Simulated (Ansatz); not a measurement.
**C₈H₂₄Sn₃: the relaxed shape and its frontier levels**

Aim: characterise C₈H₂₄Sn₃ as a singlet: its structure, frontier levels and distribution of charge.

Program: Ansatz 0.2.0, Gaussian basis. Level of theory: RKS PBE0-D4/def2-SVP. These are calculated values, not measurements.

Plan: relaxation at r2SCAN-D4/def2-SVP; a single point at PBE0-D4/def2-SVP.

10 further runs of the same task are left out: 4 that didn't finish, 6 set aside as unsound or not needed.

**1. Where the work starts**

SMILES `[CH3][Sn]([CH3])([CH3])[Sn]([CH3])([CH3])[Sn]([CH3])([CH3])[CH3]`, 35 atoms, charge 0, spin multiplicity 1.

Atoms are counted from 1 here; the program's logs count them from 0.

Bond lengths: C1–Sn2 2.191 Å, C1–H12 1.084 Å, C1–H13 1.085 Å, C1–H14 1.084 Å, Sn2–C3 2.189 Å, Sn2–C4 2.185 Å, Sn2–Sn5 2.793 Å, C3–H15 1.084 Å, C3–H16 1.084 Å, C3–H17 1.083 Å, C4–H18 1.083 Å, C4–H19 1.083 Å, C4–H20 1.082 Å, Sn5–C6 2.191 Å, Sn5–C7 2.189 Å, Sn5–Sn8 2.790 Å, C6–H21 1.084 Å, C6–H22 1.084 Å and more. Angles: Sn2–C1–H12 109.6°, Sn2–C1–H13 110.9°, Sn2–C1–H14 110.9°, H12–C1–H13 108.4°, H12–C1–H14 108.4°, H13–C1–H14 108.6°, C1–Sn2–C3 107.2°, C1–Sn2–C4 108.1°, C1–Sn2–Sn5 108.9°, C3–Sn2–C4 108.5°, C3–Sn2–Sn5 110.6°, C4–Sn2–Sn5 113.3°, Sn2–C3–H15 110.8°, Sn2–C3–H16 111.0°, Sn2–C3–H17 109.2°, H15–C3–H16 108.7°, H15–C3–H17 108.5°, H16–C3–H17 108.5° and more.

Sn takes a core potential in the def2 sets. No spin-orbit coupling is included.

The start is a GFN2-xTB geometry.

**2. Optimising with r2SCAN-D4/def2-SVP**

in.yaml reads:

```yaml
crystal:
  periodic: [false, false, false]
  atoms:
    - {symbol: C, position_ang: [2.191200, -0.812220, 2.190920]}
    - {symbol: Sn, position_ang: [2.333530, -0.107710, 0.120910]}
    - {symbol: C, position_ang: [2.797910, -1.846350, -1.125040]}
    - {symbol: C, position_ang: [3.998650, 1.301030, -0.003910]}
    - {symbol: Sn, position_ang: [-0.115990, 1.007760, -0.623420]}
    - {symbol: C, position_ang: [-0.281570, 3.053060, 0.143790]}
    - {symbol: C, position_ang: [-0.211160, 1.246650, -2.797500]}
    - {symbol: Sn, position_ang: [-2.258700, -0.536330, 0.276530]}
    - {symbol: C, position_ang: [-1.796880, -2.650710, -0.054520]}
    - {symbol: C, position_ang: [-4.135380, -0.083360, -0.743750]}
    - {symbol: C, position_ang: [-2.556530, -0.266420, 2.427150]}
    - {symbol: H, position_ang: [3.121290, -1.288130, 2.478100]}
    - {symbol: H, position_ang: [1.388330, -1.534290, 2.298940]}
    - {symbol: H, position_ang: [2.005510, 0.014080, 2.868100]}
    - {symbol: H, position_ang: [2.005850, -2.584550, -1.067130]}
    - {symbol: H, position_ang: [2.928610, -1.558300, -2.161640]}
    - {symbol: H, position_ang: [3.717670, -2.299550, -0.775190]}
    - {symbol: H, position_ang: [4.137100, 1.651700, -1.018790]}
    - {symbol: H, position_ang: [3.838880, 2.156440, 0.640020]}
    - {symbol: H, position_ang: [4.902410, 0.795810, 0.311830]}
    - {symbol: H, position_ang: [-0.250360, 3.079110, 1.227490]}
    - {symbol: H, position_ang: [0.535830, 3.651820, -0.241820]}
    - {symbol: H, position_ang: [-1.215820, 3.492670, -0.187090]}
    - {symbol: H, position_ang: [-0.122600, 0.294520, -3.308590]}
    - {symbol: H, position_ang: [0.593880, 1.893250, -3.127080]}
    - {symbol: H, position_ang: [-1.154000, 1.703160, -3.075750]}
    - {symbol: H, position_ang: [-0.878880, -2.927340, 0.453400]}
    - {symbol: H, position_ang: [-2.601180, -3.264500, 0.333070]}
    - {symbol: H, position_ang: [-1.683210, -2.862650, -1.111700]}
    - {symbol: H, position_ang: [-4.434480, 0.943260, -0.575930]}
    - {symbol: H, position_ang: [-4.907120, -0.734240, -0.352990]}
    - {symbol: H, position_ang: [-4.050610, -0.250430, -1.810020]}
    - {symbol: H, position_ang: [-1.656750, -0.516980, 2.978130]}
    - {symbol: H, position_ang: [-3.356220, -0.917650, 2.758590]}
    - {symbol: H, position_ang: [-2.829240, 0.757400, 2.654900]}
basis:
  gaussian: {orbitals: def2-SVP}
hamiltonian: {xc: r2scan, dispersion: d4}
scf: {lower_state_search: "off"}
output: {orbitals: {seedname: orbitals}}
relax: {f_tol: 0.03, max_steps: 70}
```

Launch:

```
> ansatz run in.yaml --threads 4 --pin off --events-out ev --progress --plain --max-ram 6963MiB
```

Output:

```text
Functional definition: r2SCAN
  name "r2SCAN"
  cite "Furness, Kaplan, Ning, Perdew & Sun, J. Phys. Chem. Lett. 11, 8208 (2020) doi:10.1021/acs.jpclett.0c02405"
  cite "Furness, Kaplan, Ning, Perdew & Sun, J. Phys. Chem. Lett. 11, 9248 (2020) doi:10.1021/acs.jpclett.0c03077"
  parent r2scan
  parameter k0 = 0.174
  parameter k1 = 0.065
  parameter a1 = 4.9479
  exchange = r2scan_x(k0 = k0, k1 = k1, a1 = a1)
  correlation = r2scan_c
these checks for a lower state are left out or cut short: stability, starts, cluster_reference, orbital_swaps, neighbouring_geometries, increment
3529 factors; their error is unknown
mean field evaluation 1: about -26132.8056 eV, gradient 1.3e2 eV
mean field evaluation 2: about -26074.3709 eV, gradient 1.8e2 eV
mean field evaluation 4: about -26177.1854 eV, gradient 1.0e1 eV
mean field evaluation 8: about -26177.5191 eV, gradient 2.9e-1 eV
mean field evaluation 16: about -26177.4299 eV, gradient 6.8e-4 eV
mean field -26177.42989255 eV, -962.0028048518 hartree, gradient 3.3e-6 eV, S^2 0.000000; 0 other end points of the search recorded, 0 dependent functions left out
the calculation of the forces begins
reference -26177.42991206 eV, -962.0028055689 hartree; 69, 69 occupied and 241, 241 virtual orbitals, 3529 factors
relax step   1: F+E_penalty+E_count = -26177.71931879 eV  Δ(F+E_penalty+E_count) = +0.000e0 eV  max|allowed force component| = 6.771e-1 eV/Å  Δτ_max = 0.0000 Å  (20 SCF iters, accepted)
these checks for a lower state are left out or cut short: stability, starts, cluster_reference, orbital_swaps, neighbouring_geometries, increment
3529 factors; their error is unknown
mean field -26177.52824892 eV, -962.0064193818 hartree, gradient 1.2e-6 eV, S^2 0.000000; 0 other end points of the search recorded, 0 dependent functions left out
the calculation of the forces begins
reference -26177.52826841 eV, -962.0064200981 hartree; 69, 69 occupied and 241, 241 virtual orbitals, 3529 factors
relax step   2: F+E_penalty+E_count = -26177.81818200 eV  Δ(F+E_penalty+E_count) = -9.886e-2 eV  max|allowed force component| = 2.808e-1 eV/Å  Δτ_max = 0.0928 Å  (19 SCF iters, accepted)
these checks for a lower state are left out or cut short: stability, starts, cluster_reference, orbital_swaps, neighbouring_geometries, increment
3529 factors; their error is unknown
mean field evaluation 32: about -26177.5506 eV, gradient 6.0e0 eV
mean field -26177.55777499 eV, -962.0075044451 hartree, gradient 3.1e-6 eV, S^2 0.000000; 0 other end points of the search recorded, 0 dependent functions left out
the calculation of the forces begins
reference -26177.55779447 eV, -962.0075051607 hartree; 69, 69 occupied and 241, 241 virtual orbitals, 3529 factors
relax step   3: F+E_penalty+E_count = -26177.85218292 eV  Δ(F+E_penalty+E_count) = -3.400e-2 eV  max|allowed force component| = 9.339e-2 eV/Å  Δτ_max = 0.2000 Å  (18 SCF iters, accepted)
these checks for a lower state are left out or cut short: stability, starts, cluster_reference, orbital_swaps, neighbouring_geometries, increment
3529 factors; their error is unknown
mean field -26177.56383391 eV, -962.0077271063 hartree, gradient 2.8e-6 eV, S^2 0.000000; 0 other end points of the search recorded, 0 dependent functions left out
the calculation of the forces begins
reference -26177.56385339 eV, -962.0077278222 hartree; 69, 69 occupied and 241, 241 virtual orbitals, 3529 factors
relax step   4: F+E_penalty+E_count = -26177.85708349 eV  Δ(F+E_penalty+E_count) = -4.901e-3 eV  max|allowed force component| = 1.305e-2 eV/Å  Δτ_max = 0.0441 Å  (18 SCF iters, accepted)
Total energy: -26177.85710297 eV, -962.0185045452 hartree
Atom 0 at     2.087694    -0.834080     2.158327 Å, force     0.005524     0.007474    -0.002838 eV/Å
Atom 1 at     2.278439    -0.106787     0.118663 Å, force    -0.003755     0.003799    -0.001974 eV/Å
Atom 2 at     2.729025    -1.835245    -1.118153 Å, force     0.006417     0.011452     0.007002 eV/Å
Atom 3 at     3.982946     1.238974     0.035975 Å, force     0.000144    -0.006024     0.000682 eV/Å
Atom 4 at    -0.123676     1.084034    -0.669084 Å, force     0.000090    -0.001854     0.001249 eV/Å
Atom 5 at    -0.289181     3.105810     0.129557 Å, force    -0.002773    -0.000636    -0.005547 eV/Å
Atom 6 at    -0.211430     1.283681    -2.838235 Å, force     0.002105     0.004813     0.002656 eV/Å
Atom 7 at    -2.206234    -0.524815     0.270963 Å, force     0.003086     0.004174    -0.003070 eV/Å
Atom 8 at    -1.695262    -2.616157    -0.030279 Å, force    -0.007176     0.005259    -0.004557 eV/Å
Atom 9 at    -4.107753    -0.144162    -0.710160 Å, force     0.001022    -0.003564     0.005090 eV/Å
Atom 10 at    -2.489539    -0.255920     2.408195 Å, force    -0.007460    -0.002275    -0.013047 eV/Å
Atom 11 at     3.006958    -1.361128     2.457786 Å, force     0.000800     0.006945     0.005648 eV/Å
Atom 12 at     1.242406    -1.535275     2.231217 Å, force    -0.003477    -0.007104     0.001684 eV/Å
Atom 13 at     1.912336    -0.001523     2.856335 Å, force     0.007520    -0.003342    -0.001424 eV/Å
Atom 14 at     1.916228    -2.573686    -1.050967 Å, force    -0.004218    -0.006651    -0.003296 eV/Å
Atom 15 at     2.851389    -1.540544    -2.170987 Å, force     0.003519    -0.002187    -0.000992 eV/Å
Atom 16 at     3.662625    -2.304447    -0.770331 Å, force    -0.002306    -0.001285    -0.005531 eV/Å
Atom 17 at     4.140813     1.595152    -0.992973 Å, force     0.003260    -0.002696     0.002698 eV/Å
Atom 18 at     3.817558     2.109281     0.688315 Å, force     0.003499    -0.002493     0.002298 eV/Å
Atom 19 at     4.889252     0.710981     0.370976 Å, force     0.001186     0.000808     0.002172 eV/Å
Atom 20 at    -0.270096     3.089644     1.228971 Å, force     0.000332     0.002886     0.002269 eV/Å
Atom 21 at     0.549266     3.719655    -0.232595 Å, force    -0.000176     0.001550     0.000481 eV/Å
Atom 22 at    -1.233955     3.561540    -0.203281 Å, force     0.001659     0.003058     0.000679 eV/Å
Atom 23 at    -0.111732     0.300632    -3.320953 Å, force    -0.000799    -0.000758    -0.003570 eV/Å
Atom 24 at     0.604906     1.934970    -3.185343 Å, force    -0.001838     0.000427    -0.002993 eV/Å
Atom 25 at    -1.173006     1.729965    -3.133448 Å, force     0.000009     0.000377    -0.001246 eV/Å
Atom 26 at    -0.742732    -2.847729     0.470271 Å, force     0.004732    -0.003928     0.005173 eV/Å
Atom 27 at    -2.480361    -3.260440     0.395182 Å, force    -0.001256    -0.002512    -0.008773 eV/Å
Atom 28 at    -1.591315    -2.843654    -1.101976 Å, force    -0.006849    -0.001517     0.004150 eV/Å
Atom 29 at    -4.425468     0.895432    -0.540448 Å, force    -0.002622    -0.003792     0.001346 eV/Å
Atom 30 at    -4.876486    -0.820152    -0.304590 Å, force    -0.001043    -0.001644    -0.001620 eV/Å
Atom 31 at    -4.021929    -0.313659    -1.793787 Å, force    -0.002898    -0.003702     0.001692 eV/Å
Atom 32 at    -1.565248    -0.507708     2.949234 Å, force     0.005113     0.000828     0.007172 eV/Å
Atom 33 at    -3.296396    -0.917966     2.759516 Å, force     0.002063     0.004860     0.003436 eV/Å
Atom 34 at    -2.760073     0.785340     2.638117 Å, force    -0.003437    -0.000748     0.002898 eV/Å
Dipole moment:    -0.004024     0.035260    -0.021776 e Å
Checks for a lower state left out: stability, starts, cluster_reference, orbital_swaps, neighbouring_geometries, increment
```

Run time: 47 s. Hardware: 4 threads of Arm Neoverse V2, shared host; peak memory 0.74 GiB.

Along the way:

```csv
step,energy from step 1 (eV),largest force component (eV/Å)
1,0.0000,0.6771
2,-0.0989,0.2808
3,-0.1329,0.0934
4,-0.1378,0.0130
```

Close pairs (by a distance rule), those that changed most:

```
   bond  before (Å)  after (Å)  change (Å)
 C4–H20       1.082      1.101      +0.019
C10–H31       1.083      1.101      +0.019
C11–H34       1.083      1.101      +0.018
 C3–H17       1.083      1.101      +0.018
C10–H30       1.082      1.100      +0.018
 C9–H28       1.083      1.101      +0.018
 C1–H12       1.084      1.101      +0.018
 C4–H19       1.083      1.100      +0.018
```

Bonds by kind at the end (by distance):

```csv
bond,count,shortest (Å),longest (Å)
C–Sn,8,2.173,2.180
Sn–Sn,2,2.794,2.794
C–H,24,1.100,1.101
```

**3. Single point, PBE0-D4/def2-SVP**

start.molden holds the orbitals of an earlier run on this state, given as this run's starting guess.

in.yaml reads:

```yaml
crystal:
  periodic: [false, false, false]
  atoms:
    - {symbol: C, position_ang: [2.087694, -0.834080, 2.158327]}
    - {symbol: Sn, position_ang: [2.278439, -0.106787, 0.118663]}
    - {symbol: C, position_ang: [2.729025, -1.835245, -1.118153]}
    - {symbol: C, position_ang: [3.982946, 1.238974, 0.035975]}
    - {symbol: Sn, position_ang: [-0.123676, 1.084034, -0.669084]}
    - {symbol: C, position_ang: [-0.289181, 3.105810, 0.129557]}
    - {symbol: C, position_ang: [-0.211430, 1.283681, -2.838235]}
    - {symbol: Sn, position_ang: [-2.206234, -0.524815, 0.270963]}
    - {symbol: C, position_ang: [-1.695262, -2.616157, -0.030279]}
    - {symbol: C, position_ang: [-4.107753, -0.144162, -0.710160]}
    - {symbol: C, position_ang: [-2.489539, -0.255920, 2.408195]}
    - {symbol: H, position_ang: [3.006958, -1.361128, 2.457786]}
    - {symbol: H, position_ang: [1.242406, -1.535275, 2.231217]}
    - {symbol: H, position_ang: [1.912336, -0.001523, 2.856335]}
    - {symbol: H, position_ang: [1.916228, -2.573686, -1.050967]}
    - {symbol: H, position_ang: [2.851389, -1.540544, -2.170987]}
    - {symbol: H, position_ang: [3.662625, -2.304447, -0.770331]}
    - {symbol: H, position_ang: [4.140813, 1.595152, -0.992973]}
    - {symbol: H, position_ang: [3.817558, 2.109281, 0.688315]}
    - {symbol: H, position_ang: [4.889252, 0.710981, 0.370976]}
    - {symbol: H, position_ang: [-0.270096, 3.089644, 1.228971]}
    - {symbol: H, position_ang: [0.549266, 3.719655, -0.232595]}
    - {symbol: H, position_ang: [-1.233955, 3.561540, -0.203281]}
    - {symbol: H, position_ang: [-0.111732, 0.300632, -3.320953]}
    - {symbol: H, position_ang: [0.604906, 1.934970, -3.185343]}
    - {symbol: H, position_ang: [-1.173006, 1.729965, -3.133448]}
    - {symbol: H, position_ang: [-0.742732, -2.847729, 0.470271]}
    - {symbol: H, position_ang: [-2.480361, -3.260440, 0.395182]}
    - {symbol: H, position_ang: [-1.591315, -2.843654, -1.101976]}
    - {symbol: H, position_ang: [-4.425468, 0.895432, -0.540448]}
    - {symbol: H, position_ang: [-4.876486, -0.820152, -0.304590]}
    - {symbol: H, position_ang: [-4.021929, -0.313659, -1.793787]}
    - {symbol: H, position_ang: [-1.565248, -0.507708, 2.949234]}
    - {symbol: H, position_ang: [-3.296396, -0.917966, 2.759516]}
    - {symbol: H, position_ang: [-2.760073, 0.785340, 2.638117]}
basis:
  gaussian: {orbitals: def2-SVP, initial_orbitals: start.molden}
hamiltonian: {xc: pbe0, dispersion: d4}
scf: {omitted_lower_state_checks: [starts]}
output: {orbitals: {seedname: orbitals}}
```

Same command.

Output:

```text
Functional definition: PBE0
  name "PBE0"
  cite "Adamo & Barone, J. Chem. Phys. 110, 6158 (1999) doi:10.1063/1.478522"
  cite "Perdew, Burke & Ernzerhof, Phys. Rev. Lett. 77, 3865 (1996) doi:10.1103/PhysRevLett.77.3865"
  parent pbe
  parameter a = 0.25
  parameter kappa = 0.804
  parameter beta = 0.06672455060314922
  exchange = (1 - a)*pbe_x(kappa = kappa, mu = beta*pi^2/3) + a*exact_x
  correlation = pbe_c(beta = beta)
these checks for a lower state are left out or cut short: starts
3718 factors; their error is unknown
mean field evaluation 1: about -26166.2671 eV, gradient 6.0e0 eV
mean field evaluation 2: about -26166.3626 eV, gradient 8.0e-2 eV
mean field evaluation 4: about -26166.5329 eV, gradient 1.9e-4 eV
mean field -26166.53288902 eV, -961.6023473583 hartree, gradient 1.7e-5 eV, S^2 0.000000; 0 other end points of the search recorded, 0 dependent functions left out
reference -26166.53294143 eV, -961.6023492844 hartree; 69, 69 occupied and 241, 241 virtual orbitals, 3718 factors
Total energy: -26167.41112710 eV, -961.6346220127 hartree
Checks for a lower state left out: starts
```

Run time: 20 s. Hardware: 4 threads of Arm Neoverse V2, shared host; peak memory 2.6 GiB.

Report: HOMO -6.15 eV, LUMO 0.09 eV.

Mulliken charges, from this run's orbitals:

C1 -0.37; Sn2 0.47; C3 -0.37; C4 -0.36; Sn5 0.26; C6 -0.36; C7 -0.36; Sn8 0.47; C9 -0.37; C10 -0.36; C11 -0.37; H12 0.07; H13 0.07; H14 0.07; H15 0.07; H16 0.07; H17 0.07; H18 0.07; H19 0.07; H20 0.07; H21 0.07; H22 0.08; H23 0.07; H24 0.07; H25 0.07; H26 0.08; H27 0.07; H28 0.07; H29 0.07; H30 0.07; H31 0.07; H32 0.07; H33 0.07; H34 0.07; H35 0.07

Largest Mayer bond orders: C6–H21 0.97; C7–H24 0.97; C1–H13 0.96; C1–H14 0.96; C3–H15 0.96; C3–H16 0.96; C4–H18 0.96; C9–H27 0.96; C9–H29 0.96; C10–H30 0.96.

**4. Summary of results**

```
                      quantity                           value
                   point group                              C2
commonest bond, hydrogen aside  C–Sn, 8 of mean length 2.175 Å
HOMO, LUMO at PBE0-D4/def2-SVP                  -6.15, 0.09 eV
  dipole at r2SCAN-D4/def2-SVP                          0.20 D
```

What this shows: The molecule keeps its bonding pattern by the stored test; the atoms moved 0.09 Å (rms). No usable vibrations, so a minimum isn't proven. The point group is read from a loosely relaxed geometry; soft torsions can leave it below the true symmetry.
